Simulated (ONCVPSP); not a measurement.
# Pseudopotential generation for lanthanum: ONCV, PBE

Aim: build the potential from the settings below, then test how well it stands in for the atom: other configurations, scattering, ghost states and the plane-wave cutoff that it needs.

Program: ONCVPSP 4.0.1.1 (patched build). Reference atom: PBE, scalar-relativistic, spherical and spin-unpolarised. All values are calculated.

### 1 The atom and the settings

The settings as typed:

- element: lanthanum (La, Z = 57)
- type: optimised norm-conserving Vanderbilt (ONCV)
- frozen core: [Kr]
- valence charge: 21
- reference configuration: 4d10 5s2 5p6 5d1 6s1.5 6p0.5
- partial waves: 5s+6s: rc 2.35 bohr, ncon 3, nbas 6, qcut 5.1 1/bohr, 2 projectors; 5p+6p: rc 2.90 bohr, ncon 4, nbas 7, qcut 3.7 1/bohr, 2 projectors; 4d+5d: rc 1.55 bohr, ncon 3, nbas 8, qcut 8.2 1/bohr, 2 projectors; f scattering state at 0.15 Ha: rc 2.80 bohr, ncon 4, nbas 7, qcut 4.1 1/bohr, 2 projectors, debl 2.8 Ha
- local potential: polynomial inside 1.10 bohr (lpopt 5, dvloc0 1 Ha)
- core correction: Teter function, parameters optimised by the program

### 2 The generation run

La.dat reads:

```
# ATOM AND REFERENCE CONFIGURATION
# atsym  z   nc   nv     iexc    psfile
  La 57.00    8    6        4      upf
#
#   n    l    f
    1    0    2.00
    2    0    2.00
    2    1    6.00
    3    0    2.00
    3    1    6.00
    3    2   10.00
    4    0    2.00
    4    1    6.00
    4    2   10.00
    5    0    2.00
    5    1    6.00
    5    2    1.00
    6    0    1.50
    6    1    0.50
#
# PSEUDOPOTENTIAL AND OPTIMIZATION
# lmax
    3
#
#   l,   rc,      ep,       ncon, nbas, qcut
    0    2.35    0.00    3    6    5.10
    1    2.90    0.00    4    7    3.70
    2    1.55    0.00    3    8    8.20
    3    2.80    0.15    4    7    4.10
#
# LOCAL POTENTIAL
# lloc, lpopt,  rc(5),   dvloc0
    4    5    1.10    1.00
#
# VANDERBILT-KLEINMAN-BYLANDER PROJECTORs
# l, nproj, debl
    0    2    1.40
    1    2    2.80
    2    2    2.60
    3    2    2.80
#
# MODEL CORE CHARGE
# icmod, fcfact, rcfact
    4    0.65    0.00
#
# LOG DERIVATIVE ANALYSIS
# epsh1, epsh2, depsh
   -5.00    5.00    0.04
#
# OUTPUT GRID
# rlmax, drl
    6.00    0.01
#
# TEST CONFIGURATIONS
# ncnf
    4
# nvcnf
#   n    l    f
    6
    4    2   10.00
    5    0    2.00
    5    1    6.00
    5    2    1.00
    6    0    2.00
    6    1    0.00
#
    6
    4    2   10.00
    5    0    2.00
    5    1    6.00
    5    2    1.00
    6    0    1.00
    6    1    0.00
#
    6
    4    2   10.00
    5    0    2.00
    5    1    6.00
    5    2    1.00
    6    0    0.00
    6    1    0.00
#
    7
    4    2   10.00
    5    0    2.00
    5    1    6.00
    5    2    0.00
    6    0    1.00
    6    1    0.00
    4    3    1.00
#
```

Started as:

```bash
$ oncvpsp.x < La.dat > La.out
```

**Question.** What will these runs give? Wanted: cutoffs for 1 and 0.1 mHa per electron, occupied waves; bound ghosts; GHOST(+) flags; largest test error; largest phase difference near zero energy, channels read; rms error of d²Exc/dn², without and with the model core; projector energies reset by the program.

As calculated:

| quantity | value |
| --- | --- |
| cutoffs for 1 and 0.1 mHa per electron, occupied waves | 33 Ha and 107 Ha |
| bound ghosts | s at -146.25 eV |
| GHOST(+) flags | p at 9 eV, f at 109 eV |
| largest test error (AE − PS) | +1434 meV, for 4d10 4f1 5s2 5p6 5d0 6s1 6p0 |
| largest phase difference near zero energy, channels read | 0.210 rad |
| rms error of d²Exc/dn², without and with the model core | 2.71 and 1.24 mHa |
| projector energies reset by the program | f: -0.180, 2.620 Ha |

**Reading.** It has a bound ghost (s), a state that the atom doesn't have, and that rules the file out. The worst unpolarised test, 4d10 4f1 5s2 5p6 5d0 6s1 6p0, is off by 1434 meV on 5.1 eV; by total energies transferability rates as poor. By its cutoff, 33 Ha for the looser tolerance, it is of middling hardness. The tighter tolerance needs 107 Ha, and converged work needs a cutoff nearer that. Of the channels read, p scatters worst near zero energy, by up to 0.21 rad. The pseudo curves have a pole with no partner nearby in the atom's: p at 0.34 Ha. At positive energy that is a spurious or a displaced resonance. The program also flags highly localised states, GHOST(+) (p, f). All of this concerns the isolated atom, not yet a solid.
